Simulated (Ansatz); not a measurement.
# PbO2 (Plattnerite): the cost of one run

Method: DFT, levels as named, plane waves, PAW, in Ansatz 0.2.0.

**1. Starting point**

Symmetry: P4_2/mnm, No. 136, tetragonal system. Conventional cell: a = 4.958 Å, b = 4.958 Å, c = 3.388 Å, α = 90.00°, β = 90.00°, γ = 90.00°. Around Pb (site symmetry mmm) lie 6 O at 2.15 to 2.17 Å. Around O (site symmetry m2m) lie 3 Pb at 2.15 to 2.17 Å.

Coordinates:

```
CELL_PARAMETERS angstrom
4.95770 0.00000 0.00000
0.00000 4.95770 0.00000
0.00000 0.00000 3.38790
ATOMIC_POSITIONS crystal
Pb 0.00000 0.00000 0.00000
Pb 0.50000 0.50000 0.50000
O 0.30720 0.30720 0.00000
O 0.19280 0.80720 0.50000
O 0.69280 0.69280 0.00000
O 0.80720 0.19280 0.50000
```

**2. Relaxation with PBE**

Input file input.yaml:

```yaml
crystal:
  lattice:
    - [4.9577, 0.0, 0.0]
    - [0.0, 4.9577, 0.0]
    - [0.0, 0.0, 3.3879]
  atoms:
    - { symbol: Pb, position: [0.0, 0.0, 0.0] }
    - { symbol: Pb, position: [0.5, 0.5, 0.5] }
    - { symbol: O, position: [0.3072, 0.3072, 0.0] }
    - { symbol: O, position: [0.1928, 0.8072, 0.5] }
    - { symbol: O, position: [0.6928, 0.6928, 0.0] }
    - { symbol: O, position: [0.8072, 0.1928, 0.5] }
  symmetry: { tolerance: 0.0003 }
hamiltonian:
  xc: pbe
  pseudopotentials: { kind: paw, azcp: { folder: soft_1 } }
basis:
  ecutwfc: 420
magnetization:
  spin_polarized: false
scf:
  occupations: { method: fermi_dirac, width: 0.1 }
kpoints:
  mp_grid: { grid: [7, 7, 9], shift: [0, 0, 0] }
output:
  forces: true
  stress: true
  eigenvalues: true
relax:
  max_steps: 60
  cell: {}
```

The run is started by

```bash
> ansatz run input.yaml --threads 2 --pin off --max-ram 5632MiB --backend cpu --events-out ev --progress --plain --runs-dir out
```

Q: Estimate wall time and peak memory on 2 threads of Intel Xeon Platinum 8488C (Sapphire Rapids), shared host.

About 24 s, with a peak of 0.49 GiB.
